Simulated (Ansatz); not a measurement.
# CsHgBr3: the cost of one run

Computed with Ansatz 0.2.0 (DFT PBEsol, scalar-relativistic, plane waves, PAW, unless a step's input says otherwise).

1 further run of the same task is left out (set aside as unsound or not needed).

**1. Starting point**

The structure is cubic, space group Pm-3m (No. 221). The conventional cell has a = 5.770 Å, b = 5.770 Å, c = 5.770 Å, α = 90.00°, β = 90.00°, γ = 90.00°. Around Cs (site symmetry m-3m) lie 12 Br at 4.08 Å. Hg (site symmetry m-3m) has 6 Br at 2.88 Å as nearest neighbours. Br (site symmetry 4/mmm) is surrounded by 2 Hg at 2.88 Å and 4 Cs at 4.08 Å.

Structure file:

```cif
data_structure
_symmetry_space_group_name_H-M 'Pm-3m'
_symmetry_Int_Tables_number 221
_cell_length_a 5.7700
_cell_length_b 5.7700
_cell_length_c 5.7700
_cell_angle_alpha 90.000
_cell_angle_beta 90.000
_cell_angle_gamma 90.000
_cell_volume 192.10
loop_
_atom_site_label
_atom_site_type_symbol
_atom_site_symmetry_multiplicity
_atom_site_Wyckoff_symbol
_atom_site_fract_x
_atom_site_fract_y
_atom_site_fract_z
_atom_site_occupancy
Cs1 Cs 1 a 0.00000 0.00000 0.00000 1
Hg1 Hg 1 b 0.50000 0.50000 0.50000 1
Br1 Br 3 c 0.00000 0.50000 0.50000 1
```

The cell is the deposited one, not relaxed. At PBEsol, an earlier run found -2.59 GPa for this cell of 38.420 Å³/atom (6×6×6 mesh), no gap.

**2. Bands on a fine mesh, Fermi surface**

File input.yaml:

```yaml
crystal:
  lattice:
    - [5.7699996696, 0.0, 0.0]
    - [0.0, 5.7699996696, 0.0]
    - [0.0, 0.0, 5.7699996696]
  atoms:
    - { symbol: Cs, position: [0.0, 0.0, 0.0] }
    - { symbol: Hg, position: [0.5, 0.5, 0.5] }
    - { symbol: Br, position: [0.0, 0.5, 0.5] }
    - { symbol: Br, position: [0.5, 0.0, 0.5] }
    - { symbol: Br, position: [0.5, 0.5, 0.0] }
basis:
  ecutwfc: 420
  ecutrho_ratio: 4
kpoints:
  mp_grid: { grid: [6, 6, 6] }
hamiltonian:
  xc: pbesol
scf:
  occupations: { method: gaussian, width: 0.05 }
output:
  forces: true
  stress: true
  eigenvalues: true
  eigenstates:
    nscf_kmesh: { grid: [8, 8, 8] }
    de_dk: true
    e_range: [-2.5, 2.5]
  write_density: true
  write_potential: true
  elf: true
  volumetric_format: npy
```

Launch:

```bash
ansatz run input.yaml --threads 8 --pin off --max-ram 15360MiB --backend cpu --events-out ev --progress --plain --runs-dir out
```

**Question.** How long does this run take on 8 threads of Arm Neoverse V2, shared host, and how much memory does it need?

About 2.9 s, with a peak of 0.68 GiB.
